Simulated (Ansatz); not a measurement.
# Lu2AsP: a single-point run

Wanted: a converged single-point run for Lu2AsP, and a check of what comes out. The structure is shown as the input types it. The cell is built on a prototype (ordering on rocksalt) and needn't be the phase found in nature.

Method: density functional or hybrid calculation with the settings of its input, plane waves (as first typed), in Ansatz 0.2.0.

5 further runs of the same task are left out: 1 for a known fault of the program, 4 that didn't finish.

### Step 1. The system as given

The structure is trigonal, space group R-3m (No. 166). Conventional cell: a = 3.958 Å, b = 3.958 Å, c = 19.393 Å, α = 90.00°, β = 90.00°, γ = 120.00°. Around P (site symmetry -3m) lie 6 Lu at 2.77 Å. As (site symmetry -3m) has 6 Lu at 2.82 Å as nearest neighbours. Lu (site symmetry 3m) has 3 P at 2.77 Å and 3 As at 2.82 Å as nearest neighbours.

The input asks for a charge of +0.1 e on the cell.

Structure file:

```cif
data_structure
_symmetry_space_group_name_H-M 'P 1'
_symmetry_Int_Tables_number 1
_cell_length_a 6.8563
_cell_length_b 6.8563
_cell_length_c 6.8563
_cell_angle_alpha 33.553
_cell_angle_beta 33.553
_cell_angle_gamma 33.553
_cell_volume 87.70
loop_
_atom_site_label
_atom_site_type_symbol
_atom_site_fract_x
_atom_site_fract_y
_atom_site_fract_z
_atom_site_occupancy
P1 P 0.00000 0.00000 0.00000 1
As1 As 0.50000 0.50000 0.50000 1
Lu1 Lu 0.25217 0.25217 0.25217 1
Lu2 Lu 0.74783 0.74783 0.74783 1
```

### Step 2. Running it

Input file input.yaml:

```yaml
crystal:
  lattice:
    - [1.9790096176, 1.1425817355, 6.4642861718]
    - [-1.9790096176, 1.1425817355, 6.4642861718]
    - [0.0, -2.2851634709, 6.4642861718]
  atoms:
    - { symbol: P, position: [1.0, 0.0, 0.0] }
    - { symbol: As, position: [0.5, 0.5, 0.5] }
    - { symbol: Lu, position: [0.2521726355, 0.2521726355, 0.2521726355] }
    - { symbol: Lu, position: [0.7478273645, 0.7478273645, 0.7478273645] }
kpoints:
  mp_grid: { grid: [6, 6, 6] }
hamiltonian:
  xc: r2scan
scf:
  occupations: { method: fermi_dirac, width: 0.02 }
  n_extra_bands: 5
  max_iter: 97
output:
  forces: true
  stress: true
  eigenvalues: true
total_charge: 0.1
```

Command:

```console
$ ansatz run input.yaml --threads 4 --pin off --max-ram 3686MiB --backend cpu --events-out ev --progress --plain --runs-dir out
```

What happens when this is run?

The run converged and reported no error. That alone doesn't make the input a sound one.

Look at the input: total_charge is 0.1. The typed charge changes the electron count, so this is no longer the system that was meant.

Run again and compare: delete total_charge (the default then holds).
